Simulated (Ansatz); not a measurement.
# CH3BOS2: small, medium and large basis sets

The task here is to estimate one member of a computed series from the others.

Method: one geometry, several basis sets; program: Ansatz 0.2.0, Gaussian basis.

Levels to be run: PBE0-D4/def2-SVP; ωB97M-V/def2-SVP; PBE0-D4/def2-QZVPP; ωB97M-V/def2-QZVPP; the functionals' def2-TZVPP values are taken from earlier runs.

## Structure used throughout

All runs share one geometry, relaxed beforehand with PBE0-D4 in a triple-zeta def2 set.

8 atoms, charge 0, spin multiplicity 1.

Atoms are counted from 1 here; the program's logs count them from 0.

Bond lengths: O1–C2 1.316 Å, O1–H8 0.979 Å, C2–B3 1.550 Å, C2–H6 1.090 Å, B3–S4 1.923 Å, B3–S5 1.877 Å, B3–H7 1.187 Å, S4–S5 2.086 Å. Angles: C2–O1–H8 106.6°, O1–C2–B3 125.9°, O1–C2–H6 111.2°, B3–C2–H6 122.5°, C2–B3–S4 76.7°, C2–B3–S5 104.7°, C2–B3–H7 129.3°, S4–B3–S5 66.6°, S4–B3–H7 123.1°, S5–B3–H7 125.9°, B3–S4–S5 55.6°, B3–S5–S4 57.8°.

Geometry (Å):

```xyz
8
CH3BOS2
O    -0.5823   -0.4350    1.4811
C     0.3356    0.1243    0.7211
B     0.1281    0.6330   -0.7285
S     0.8460   -1.1333   -0.9795
S    -1.0985   -0.5697   -1.4839
H     1.2529    0.3072    1.2803
H     0.5768    1.5955   -1.2587
H    -1.3663   -0.5793    0.9125
```

Set-up of the first run:

in.yaml reads:

```yaml
crystal:
  periodic: [false, false, false]
  atoms:
    - {symbol: O, position_ang: [-0.582294, -0.434974, 1.481059]}
    - {symbol: C, position_ang: [0.335647, 0.124328, 0.721108]}
    - {symbol: B, position_ang: [0.128072, 0.632997, -0.728508]}
    - {symbol: S, position_ang: [0.845969, -1.133267, -0.979517]}
    - {symbol: S, position_ang: [-1.098524, -0.569734, -1.483915]}
    - {symbol: H, position_ang: [1.252875, 0.307199, 1.280309]}
    - {symbol: H, position_ang: [0.576754, 1.595533, -1.258749]}
    - {symbol: H, position_ang: [-1.366298, -0.579281, 0.912516]}
basis:
  gaussian: {orbitals: def2-SVP}
hamiltonian: {xc: pbe0, dispersion: d4}
output: {orbitals: {seedname: orbitals}}
```

Command:

```
$ ansatz run in.yaml --threads 2 --pin off --events-out ev --progress --plain --max-ram 4352MiB
```

Steps of the session up to this table: PBE0-D4 in def2-SVP; ωB97M-V in def2-SVP; PBE0-D4 in def2-QZVPP; ωB97M-V in def2-QZVPP.

One of the session's tables, all rows but one given; the rest of the session is left out.

It belongs to the step «Density functionals: the series». 

| functional | basis | HOMO (eV) |
| --- | --- | --- |
| PBE0-D4 | def2-SVP | ? |
| PBE0-D4 | def2-TZVPP | -6.76 |
| PBE0-D4 | def2-QZVPP | -6.78 |
| ωB97M-V | def2-SVP | -8.79 |
| ωB97M-V | def2-TZVPP | -8.85 |
| ωB97M-V | def2-QZVPP | -8.87 |

Estimate the missing values for PBE0-D4, def2-SVP.

**Answer.** HOMO (eV): -6.73. In the column «HOMO (eV)» it is the highest.
